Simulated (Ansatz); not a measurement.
# C₉H₈O₃W: basis-set convergence

Aim: see how fast density functionals converge with the basis set for C₉H₈O₃W.

Computed with Ansatz 0.2.0, Gaussian basis. Level: one geometry, several basis sets.

The runs, in order: PBE0-D4/def2-SVP; ωB97M-V/def2-SVP; PBE0-D4/def2-QZVPP; ωB97M-V/def2-QZVPP; the functionals' def2-TZVPP values are taken from earlier runs.

## 1. The relaxed structure

All runs share one geometry, relaxed beforehand with PBE0-D4 in a triple-zeta def2 set. W takes the def2 core potential; no spin-orbit term is included.

21 atoms, charge 0, spin multiplicity 1.

Atoms are counted from 1 here; the program's logs count them from 0.

Bond lengths: C1–C2 1.491 Å, C1–H14 1.094 Å, C1–H15 1.090 Å, C1–H16 1.090 Å, C2–C3 1.421 Å, C2–C6 1.419 Å, C2–W7 2.388 Å, C3–C4 1.427 Å, C3–W7 2.339 Å, C3–H17 1.080 Å, C4–C5 1.418 Å, C4–W7 2.330 Å, C4–H18 1.079 Å, C5–C6 1.418 Å, C5–W7 2.351 Å, C5–H19 1.079 Å, C6–W7 2.377 Å, C6–H20 1.080 Å and more. Angles: C2–C1–H14 110.1°, C2–C1–H15 111.4°, C2–C1–H16 111.4°, H14–C1–H15 107.8°, H14–C1–H16 107.9°, H15–C1–H16 108.2°, C1–C2–C3 126.5°, C1–C2–C6 126.4°, C1–C2–W7 125.6°, C3–C2–C6 107.0°, C3–C2–W7 70.6°, C6–C2–W7 72.2°, C2–C3–C4 108.7°, C2–C3–W7 74.4°, C2–C3–H17 125.3°, C4–C3–W7 71.9°, C4–C3–H17 126.0°, W7–C3–H17 121.8° and more.

## 2. PBE0-D4 in def2-SVP

File in.yaml:

```yaml
crystal:
  periodic: [false, false, false]
  atoms:
    - {symbol: C, position_ang: [-0.669474, -0.834416, 2.388786]}
    - {symbol: C, position_ang: [-0.945380, -0.227809, 1.054952]}
    - {symbol: C, position_ang: [-1.308116, -0.922032, -0.130491]}
    - {symbol: C, position_ang: [-1.586684, 0.034197, -1.152204]}
    - {symbol: C, position_ang: [-1.380975, 1.323369, -0.599174]}
    - {symbol: C, position_ang: [-0.985609, 1.158271, 0.753025]}
    - {symbol: W, position_ang: [0.681322, 0.196368, -0.641587]}
    - {symbol: C, position_ang: [1.367038, -1.146647, -1.939608]}
    - {symbol: O, position_ang: [1.761404, -1.922436, -2.686651]}
    - {symbol: C, position_ang: [2.183679, -0.575729, 0.395982]}
    - {symbol: O, position_ang: [3.019830, -1.018214, 1.044547]}
    - {symbol: C, position_ang: [1.543091, 1.382181, -1.977463]}
    - {symbol: O, position_ang: [2.009487, 2.098163, -2.741865]}
    - {symbol: H, position_ang: [-1.597462, -0.918910, 2.961837]}
    - {symbol: H, position_ang: [-0.245570, -1.834304, 2.290349]}
    - {symbol: H, position_ang: [0.026604, -0.224833, 2.965892]}
    - {symbol: H, position_ang: [-1.397170, -1.994376, -0.222430]}
    - {symbol: H, position_ang: [-1.923406, -0.182586, -2.154140]}
    - {symbol: H, position_ang: [-1.515342, 2.265411, -1.108567]}
    - {symbol: H, position_ang: [-0.755306, 1.954373, 1.445580]}
    - {symbol: H, position_ang: [1.718057, 1.389958, 0.053228]}
basis:
  gaussian: {orbitals: def2-SVP}
hamiltonian: {xc: pbe0, dispersion: d4}
output: {orbitals: {seedname: orbitals}}
```

Further steps of the session: ωB97M-V in def2-SVP; PBE0-D4 in def2-QZVPP; ωB97M-V in def2-QZVPP.

**Question.** What will the summary of the whole plan be? Wanted: PBE0-D4: double and triple zeta above quadruple; ωB97M-V: double and triple zeta above quadruple.

**Answer**, as computed:

| quantity | value |
| --- | --- |
| PBE0-D4: double and triple zeta above quadruple | 18.99, 0.84 eV |
| ωB97M-V: double and triple zeta above quadruple | 19.55, 0.79 eV |

What this shows: PBE0-D4 gains 18.15 eV from double to triple zeta, then 0.84 eV more. These are total energies; as a rule much of such shifts cancels in differences, which this series doesn't test.
